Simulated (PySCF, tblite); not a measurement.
# C₄H₉BrOSi₂: geometry, infrared bands and NMR shifts

Aim: predict the infrared bands and NMR shifts of C₄H₉BrOSi₂ (`C=C[Si@@H]1C[C@H](Br)[SiH2]O1`).

Computed with tblite 0.8.0 and PySCF 2.14.0, with density-fitted response routines of our own, on a single molecule in the gas phase. Atoms are numbered from 0 throughout.

## (1) The molecule as given

17 atoms, charge 0, multiplicity 1; geometry from: force field or distance geometry start.

Bonds of the start (Å): C0–C1 1.34, C1–Si2 1.81, Si2–C3 1.87, C3–C4 1.52, C4–Br5 1.93, C4–Si6 1.87, Si6–O7 1.74, O7–Si2 1.74, C0–H8 1.08, C0–H9 1.07, C1–H10 1.09, Si2–H11 1.49, C3–H12 1.13, C3–H13 1.10, C4–H14 1.09, Si6–H15 1.44, Si6–H16 1.47.

## (2) Relaxing the molecule with GFN2-xTB

Job settings and geometry (Å):

```
{"job": {"kind": "relax", "xc": "GFN2-xTB", "basis": "xTB"}, "charge": 0, "multiplicity": 1}
C      2.884000     0.545100     0.864800
C      2.122900    -0.227100     0.081200
Si     0.381500    -0.617900     0.384900
C     -0.640400    -0.664900    -1.180900
C     -1.631100     0.476500    -1.046000
Br    -0.797000     2.198400    -1.319700
Si    -2.027100     0.328800     0.771300
O     -0.422000     0.524100     1.419500
H      2.493600     1.021700     1.748500
H      3.902000     0.697500     0.591400
H      2.616600    -0.672600    -0.788100
H      0.289400    -1.918600     1.104300
H     -1.263800    -1.607300    -1.093600
H     -0.025400    -0.622700    -2.095600
H     -2.508800     0.336000    -1.680800
H     -2.979400     1.292700     1.258100
H     -2.402200    -1.077700     0.970900
```

Command:

```bash
> OMP_NUM_THREADS=1 python probes_run.py task.json out
```

This one command runs all jobs of the session in turn.

The program printed:

```text
step      E/eV     max force
  0    -674.11225    3.181
  1    -674.39359    1.931
  2    -674.51365    1.266
  3    -674.57813    0.831
  4    -674.65801    0.747
  5    -674.70409    0.660
  6    -674.74612    0.606
  7    -674.77922    0.446
  8    -674.80539    0.423
  9    -674.82908    0.452
 10    -674.85380    0.454
 11    -674.88162    0.384
 12    -674.91128    0.463
 13    -674.94079    0.410
 14    -674.96819    0.393
 15    -674.99009    0.373
 16    -675.00469    0.279
 17    -675.01496    0.250
 18    -675.02331    0.271
 19    -675.03409    0.349
 20    -675.04797    0.363
 21    -675.06044    0.274
 22    -675.06912    0.199
 23    -675.07546    0.189
 24    -675.08124    0.276
 25    -675.08709    0.275
 26    -675.09238    0.178
 27    -675.09647    0.183
 28    -675.10034    0.195
 29    -675.10483    0.183
 30    -675.10970    0.183
 31    -675.11403    0.154
 32    -675.11783    0.148
 33    -675.12149    0.151
 34    -675.12523    0.151
 35    -675.12849    0.154
 36    -675.13152    0.125
 37    -675.13510    0.197
 38    -675.13974    0.212
 39    -675.14419    0.163
 40    -675.14757    0.139
 41    -675.15127    0.153
 42    -675.15615    0.226
 43    -675.16210    0.243
 44    -675.16736    0.208
 45    -675.17062    0.160
 46    -675.17277    0.135
 47    -675.17482    0.132
 48    -675.17702    0.150
 49    -675.17886    0.106
 50    -675.17988    0.080
 51    -675.18117    0.106
 52    -675.18273    0.105
 53    -675.18433    0.118
 54    -675.18560    0.082
 55    -675.18667    0.093
 56    -675.18775    0.085
 57    -675.18880    0.095
 58    -675.18966    0.084
 59    -675.19029    0.075
 60    -675.19096    0.074
 61    -675.19198    0.082
 62    -675.19357    0.095
 63    -675.19539    0.086
 64    -675.19694    0.071
 65    -675.19811    0.088
 66    -675.19919    0.083
 67    -675.20031    0.068
 68    -675.20115    0.054
 69    -675.20166    0.052
 70    -675.20208    0.054
 71    -675.20258    0.049
 72    -675.20309    0.049
 73    -675.20351    0.049
 74    -675.20387    0.063
 75    -675.20433    0.075
 76    -675.20498    0.077
 77    -675.20566    0.059
 78    -675.20606    0.048
 79    -675.20623    0.038
 80    -675.20635    0.028
 81    -675.20658    0.035
 82    -675.20691    0.044
 83    -675.20728    0.044
 84    -675.20756    0.042
 85    -675.20778    0.040
 86    -675.20804    0.037
 87    -675.20841    0.046
 88    -675.20885    0.055
 89    -675.20928    0.051
 90    -675.20962    0.048
 91    -675.20996    0.044
 92    -675.21044    0.049
 93    -675.21106    0.062
 94    -675.21163    0.057
 95    -675.21201    0.053
 96    -675.21227    0.054
 97    -675.21253    0.048
 98    -675.21284    0.033
 99    -675.21310    0.028
100    -675.21324    0.022
101    -675.21331    0.021
102    -675.21336    0.018
103    -675.21344    0.024
104    -675.21354    0.026
105    -675.21362    0.019
106    -675.21366    0.023
107    -675.21369    0.022
108    -675.21373    0.020
109    -675.21380    0.032
110    -675.21387    0.033
111    -675.21394    0.028
112    -675.21399    0.023
113    -675.21405    0.028
114    -675.21416    0.042
115    -675.21436    0.050
116    -675.21466    0.050
117    -675.21500    0.051
118    -675.21534    0.058
119    -675.21566    0.060
120    -675.21595    0.077
121    -675.21629    0.051
122    -675.21659    0.061
123    -675.21688    0.047
124    -675.21707    0.045
125    -675.21731    0.035
126    -675.21746    0.028
127    -675.21756    0.029
128    -675.21759    0.043
129    -675.21766    0.019
130    -675.21771    0.016
131    -675.21780    0.032
132    -675.21785    0.028
133    -675.21791    0.016
134    -675.21795    0.014
135    -675.21798    0.012
136    -675.21799    0.010
137    -675.21800    0.006
```

It took 2.2 s on 1 thread of Arm Neoverse N1, shared host.

Relaxation path: (not every step is listed)

```csv
step,energy from step 0 (eV),largest force (eV/Å)
0,0.0000,3.1813
1,-0.2813,1.9306
2,-0.4014,1.2662
3,-0.4659,0.8309
4,-0.5458,0.7466
5,-0.5918,0.6601
6,-0.6339,0.6060
7,-0.6670,0.4464
8,-0.6931,0.4229
20,-0.9357,0.3625
32,-1.0056,0.1478
44,-1.0551,0.2075
56,-1.0755,0.0855
68,-1.0889,0.0538
80,-1.0941,0.0284
92,-1.0982,0.0491
104,-1.1013,0.0265
116,-1.1024,0.0502
128,-1.1053,0.0426
132,-1.1056,0.0279
133,-1.1057,0.0157
134,-1.1057,0.0142
135,-1.1057,0.0118
136,-1.1057,0.0105
137,-1.1057,0.0065
```

Close pairs (by a distance rule), those that changed most:

```
   bond  before (Å)  after (Å)  change (Å)
 Si6–O7       1.742      1.626      -0.116
 Si2–O7       1.738      1.653      -0.085
 C1–Si2       1.810      1.877      +0.066
 C4–Si6       1.866      1.921      +0.055
 Si2–C3       1.870      1.919      +0.048
 C3–H12       1.133      1.094      -0.040
 C4–Br5       1.933      1.972      +0.039
Si2–H11       1.489      1.459      -0.031
```

The end geometry stands in the next job.

## (3) Infrared spectrum with GFN2-xTB

Job settings and geometry (Å):

```
{"job": {"kind": "ir", "xc": "GFN2-xTB", "basis": "xTB"}, "charge": 0, "multiplicity": 1}
C      2.402478     0.888596     0.805821
C      2.131760    -0.233163     0.154231
Si     0.490268    -1.138920     0.235290
C     -0.659583    -0.827940    -1.269017
C     -1.513699     0.387363    -0.932644
Br    -0.510588     2.029506    -1.364168
Si    -1.799926     0.402502     0.966911
O     -0.475744    -0.444418     1.383225
H      1.668674     1.356406     1.441834
H      3.355895     1.388196     0.731322
H      2.897554    -0.670646    -0.473876
H      0.564136    -2.547595     0.606874
H     -1.332029    -1.682781    -1.382509
H     -0.147245    -0.702865    -2.223830
H     -2.403468     0.451316    -1.558117
H     -1.690438     1.728626     1.549130
H     -2.985044    -0.372155     1.319613
```

The program printed:

```text
mode    cm-1     km/mol
  1      50.2      0.73
  2      58.0      0.64
  3      66.1      0.76
  4     135.5      1.05
  5     167.3      3.21
  6     184.5      6.37
  7     279.7      4.45
  8     339.6      6.48
  9     384.8     23.35
 10     429.6      5.29
 11     474.8      6.09
 12     511.2     44.05
 13     558.7      5.30
 14     578.1     87.16
 15     593.9     59.32
 16     623.1     70.67
 17     645.9     93.80
 18     680.7     54.98
 19     716.8     40.05
 20     747.3    134.90
 21     767.0    380.19
 22     794.3    114.82
 23     818.4    139.04
 24     922.3     12.65
 25     938.3    358.30
 26    1003.1      5.00
 27    1026.2     19.07
 28    1029.9     14.48
 29    1096.1      0.20
 30    1151.3     10.80
 31    1191.8     30.09
 32    1270.6      4.98
 33    1273.9      1.52
 34    1408.4      4.75
 35    1472.6      7.72
 36    1661.3     16.08
 37    2300.4    163.34
 38    2305.1    589.72
 39    2365.6    199.76
 40    2948.4     30.26
 41    2967.4     30.52
 42    2982.3     15.72
 43    3039.0     29.39
 44    3082.1     19.05
 45    3110.5     39.33
```

Run time: 1.4 s. Hardware: 1 thread of Arm Neoverse N1, shared host.

The strongest bands and the atoms that carry them (share of the mass-weighted mode):

```csv
cm⁻¹,km/mol,atoms
747,134.9,"Si2 32 %, C3 24 %, H13 11 %"
767,380.2,"H15 38 %, H16 32 %"
794,114.8,"H15 20 %, H16 17 %, Si6 15 %, O7 11 %"
818,139.0,"Si2 25 %, C3 14 %, H12 14 %, H13 13 %"
938,358.3,"O7 73 %, Si6 15 %"
2300,163.3,"H16 53 %, H11 43 %"
2305,589.7,"H11 54 %, H16 42 %"
2366,199.8,H15 95 %
```

## (4) Shielding tensors: PBE0/pcSseg-1

The job, as its differences from that of step 3:

```diff
@@ -1,2 +1,2 @@
-{"job": {"kind": "ir", "xc": "GFN2-xTB", "basis": "xTB"}, "charge": 0, "multiplicity": 1}
+{"job": {"kind": "nmr", "xc": "PBE0", "basis": "pcSseg-1"}, "charge": 0, "multiplicity": 1}
 C      2.402478     0.888596     0.805821
```

With the program's defaults for keys left out, this is: GIAO PBE0/pcSseg-1 NMR shielding, non-relativistic, gas phase.

The program printed:

```text
coarse grid: 68304 points
cycle   1  E = -3384.9939756501  dE = -2.490e-01  |g| = 1.062e+00  |ddm| = 3.937e+00
cycle   2  E = -3384.7841620073  dE =  2.098e-01  |g| = 1.371e+00  |ddm| = 1.902e+00
cycle   3  E = -3385.1172915474  dE = -3.331e-01  |g| = 2.937e-01  |ddm| = 1.524e+00
cycle   4  E = -3385.1312292220  dE = -1.394e-02  |g| = 6.927e-02  |ddm| = 2.451e-01
cycle   5  E = -3385.1321089497  dE = -8.797e-04  |g| = 2.345e-02  |ddm| = 7.452e-02
cycle   6  E = -3385.1322373010  dE = -1.284e-04  |g| = 8.507e-03  |ddm| = 2.898e-02
cycle   7  E = -3385.1322564907  dE = -1.919e-05  |g| = 1.851e-03  |ddm| = 8.785e-03
cycle   8  E = -3385.1322572150  dE = -7.243e-07  |g| = 4.518e-04  |ddm| = 1.611e-03
final grid: 141320 points
cycle   9  E = -3385.1322238621  dE = -1.311e-08  |g| = 6.589e-04  |ddm| = 2.309e-03
cycle  10  E = -3385.1322236897  dE =  1.723e-07  |g| = 1.048e-03  |ddm| = 1.456e-03
cycle  11  E = -3385.1322239716  dE = -2.818e-07  |g| = 8.963e-05  |ddm| = 8.800e-04
cycle  12  E = -3385.1322239734  dE = -1.833e-09  |g| = 1.178e-05  |ddm| = 8.833e-05
cycle  13  E = -3385.1322239734  dE = -2.728e-11  |g| = 6.049e-06  |ddm| = 1.624e-05
converged SCF energy = -3385.1322239734

GIAO shielding tensors (ppm)
atom      isotropic    diamagn.    paramagn.     s11        s22        s33       span
  0 C       39.811     253.534    -213.723    -90.192     34.447    175.177    265.369
  1 C       46.100     262.245    -216.144    -69.396     37.973    169.724    239.120
  2 Si     347.042     879.913    -532.871    302.445    338.121    400.560     98.115
  3 C      161.300     253.824     -92.524    143.097    160.410    180.394     37.297
  4 C      142.687     254.232    -111.545    116.574    144.005    167.481     50.907
  5 Br    2136.918    3125.215    -988.298   1463.468   2053.194   2894.091   1430.622
  6 Si     347.146     879.859    -532.713    303.920    349.130    388.388     84.468
  7 O      305.747     399.701     -93.954    239.206    322.577    355.459    116.253
  8 H       25.098      32.270      -7.172     20.160     24.913     30.221     10.061
  9 H       24.964      28.077      -3.113     21.714     25.101     28.078      6.365
 10 H       25.489      29.902      -4.413     23.240     25.926     27.301      4.062
 11 H       26.331      28.741      -2.410     22.584     23.661     32.747     10.163
 12 H       30.376      31.308      -0.932     25.185     26.636     39.307     14.122
 13 H       30.119      31.667      -1.548     25.590     29.222     35.546      9.956
 14 H       27.928      31.198      -3.270     20.615     26.944     36.225     15.610
 15 H       26.421      29.321      -2.900     22.811     24.990     31.462      8.651
 16 H       26.389      28.987      -2.599     22.647     23.448     33.070     10.423
```

Wall time 1.7 min (1 thread of Arm Neoverse N1, shared host); peak memory 1.1 GiB.

The references, computed at this level on geometries of the same kind, shield at (ppm): ¹H TMS 31.72, ¹³C TMS 186.9, ²⁹Si TMS 349.2, ¹⁷O H2O 336.1, ⁷⁹Br HBr 2622. Their shielding less the atom's gives the shift. The references are single molecules in the gas phase, so shifts against H2O, NH3, PH3, H3PO4 or CFCl3 are not on the usual liquid scales and can be off by tens of ppm.

```csv
atoms,environment,σ (ppm),δ (ppm),δ scaled to CDCl3
C0,terminal =CH2 carbon,39.8,147.1,141.7
C1,alkene CH,46.1,140.8,135.5
C4,sp3 CH bonded to Br and Si,142.7,44.2,26.4
C3,sp3 CH2 bonded to Si,161.3,25.6,23.1
H9,hydrogen on a terminal =CH2 carbon,24.96,6.75,6.47
H8,hydrogen on a terminal =CH2 carbon,25.10,6.62,6.35
H10,hydrogen on an alkene CH,25.49,6.23,5.98
H11,"hydrogen on a silicon bonded to 2 C, O, in a 5-membered ring",26.33,5.39,–
H16,"hydrogen on a silicon bonded to C, O, in a 5-membered ring",26.39,5.33,–
H15,"hydrogen on a silicon bonded to C, O, in a 5-membered ring",26.42,5.30,–
H14,hydrogen on an sp3 CH bonded to Br and Si,27.93,3.79,3.68
H13,hydrogen on an sp3 CH2 bonded to Si,30.12,1.60,1.61
H12,hydrogen on an sp3 CH2 bonded to Si,30.38,1.34,1.37
Si2,"silicon bonded to 2 C, O, H, in a 5-membered ring",347.0,2.1,–
Si6,"silicon bonded to C, O, 2 H, in a 5-membered ring",347.1,2.0,–
Br5,bromine bonded to C,2137,485,–
O7,"oxygen bonded to 2 Si, in a 5-membered ring",305.7,30.3,–
```

The scaled column applies a straight-line fit of computed shieldings to shifts measured in CDCl3, with any fitted terms for Cl, Br or S neighbours (root-mean-square error 0.16 ppm for H, 1.9 ppm for C).

The run also stored atomic charges by several schemes (e):

```csv
atoms,Mulliken,IAO,Hirshfeld,ESP fit
C0,-0.14,-0.26,-0.08,-0.24
C1,-0.51,-0.45,-0.15,-0.32
Si2,1.09,1.12,0.42,0.56
C3,-0.49,-0.56,-0.17,-0.24
C4,-0.52,-0.41,-0.09,-0.44
Br5,-0.15,-0.08,-0.04,-0.09
Si6,0.91,1.01,0.39,0.63
O7,-0.75,-0.89,-0.31,-0.46
```

Mayer bond orders: C0–C1 2.00, C1–Si2 0.88, Si2–C3 0.87, C3–C4 0.99, C4–Br5 0.99, C4–Si6 0.80, Si6–O7 0.97, O7–Si2 0.89.

Ring of atoms Si2, C3, C4, Si6, O7: NICS(0) -4.8, NICS(1) -2.9, NICS(1)zz -4.0 ppm (means of both faces).

The fields below are evaluated on a grid from the run's orbitals.

Frontier orbitals at PBE0/pcSseg-1, with the share of their density that lies nearest to each atom:

```
orbital  energy (eV)                                                 lies on
   HOMO        -7.44                Br5 48 %; C0, C1 about 11 % each; C4 7 %
   LUMO        -0.46  C0, C1 about 23 % each; Br5 8 %; H8, H9 about 7 % each
```

ELF in a plane through or near 6 of the atoms.

Values, 10 rows by 14 columns:
```
0.00 0.00 0.00 0.00 0.00 0.00 0.00 0.00 0.00 0.00 0.00 0.00 0.00 0.00
0.00 0.00 0.00 0.00 0.00 0.00 0.00 0.02 0.24 0.04 0.00 0.00 0.00 0.00
0.00 0.00 0.00 0.00 0.08 0.09 0.00 0.94 1.00 0.97 0.03 0.00 0.00 0.00
0.00 0.00 0.15 0.14 0.92 0.99 0.00 0.17 0.96 0.57 0.06 0.00 0.00 0.00
0.00 0.00 0.95 0.96 0.62 0.50 0.01 0.06 0.65 0.83 0.11 0.00 0.00 0.00
0.00 0.00 0.04 0.12 0.67 0.59 0.33 0.22 0.58 0.46 0.15 0.01 0.00 0.00
0.00 0.00 0.02 0.97 1.00 0.50 0.35 0.86 0.56 0.73 0.02 0.00 0.00 0.00
0.00 0.00 0.00 0.49 0.81 0.03 0.03 0.22 0.48 0.96 0.14 0.00 0.00 0.00
0.00 0.00 0.00 0.00 0.00 0.00 0.00 0.00 0.01 0.01 0.00 0.00 0.00 0.00
0.00 0.00 0.00 0.00 0.00 0.00 0.00 0.00 0.00 0.00 0.00 0.00 0.00 0.00
```
The map spans 12.3 Å across and 10.4 Å up, centred on the molecule. Atoms in the plane (x, y in Å): C0 (-2.6, 0.7), C1 (-2.1, -0.5), C3 (1.0, -1.3), H8 (-2.0, 1.6), H10 (-2.7, -1.4), H15 (1.2, 2.6).

On the surface of density 0.002 e/bohr³ the electrostatic potential runs, from the 1st to the 99th percentile, from -1.13 V near O7 to 1.48 V near Si2.

## (5) Results

| quantity | value |
| --- | --- |
| strongest single infrared mode (GFN2-xTB) | 2305 cm⁻¹, 590 km/mol |
| zero-point energy (GFN2-xTB) | 73.1 kcal/mol |
| ¹³C shifts against TMS (PBE0/pcSseg-1) | 147.1, 140.8, 44.2, 25.6 ppm |
| ¹H shifts against TMS (PBE0/pcSseg-1) | 6.75, 6.62, 6.23, 5.39, 5.33, 5.30, 3.79, 1.60, 1.34 ppm |
| ²⁹Si shifts against TMS (PBE0/pcSseg-1) | 2.1, 2.0 ppm |
| ⁷⁹Br shifts against HBr (PBE0/pcSseg-1) | 485 ppm |
| ¹⁷O shifts against H2O (PBE0/pcSseg-1) | 30.3 ppm |
| surface potential, 1st and 99th percentile | -1.13 V and 1.48 V |

In words: Relaxing lowered the energy by 1.106 eV in 137 steps; the close pair that moved most is Si6–O7, from 1.742 to 1.626 Å. All 45 modes are real, so the xTB geometry is a minimum. The strongest single mode, at 2305 cm⁻¹, moves mainly H11 and H16. GFN2-xTB is a fitted tight-binding method: band positions and strengths are rough. Its intensities can rank the bands wrongly. C4 stands next to heavy halogen, whose spin-orbit shielding this run leaves out, so the computed shift lies too far downfield, most of all for carbon beside Br or I. C0 (terminal =CH2 carbon) lies farthest downfield among carbon, at 147.1 ppm; an sp2 carbon of a C=C bond. At PBE0/pcSseg-1: The largest span, 1431 ppm, is at Br5, where the paramagnetic term is -988 ppm. At PBE0/pcSseg-1, counted by nearest atom on the grid, the HOMO lies on Br5 48 %; C0, C1 about 11 % each, the LUMO on C0, C1 about 23 % each; Br5 8 %. Spin-orbit coupling is left out, which matters for shieldings and couplings at and beside the heavy atoms.
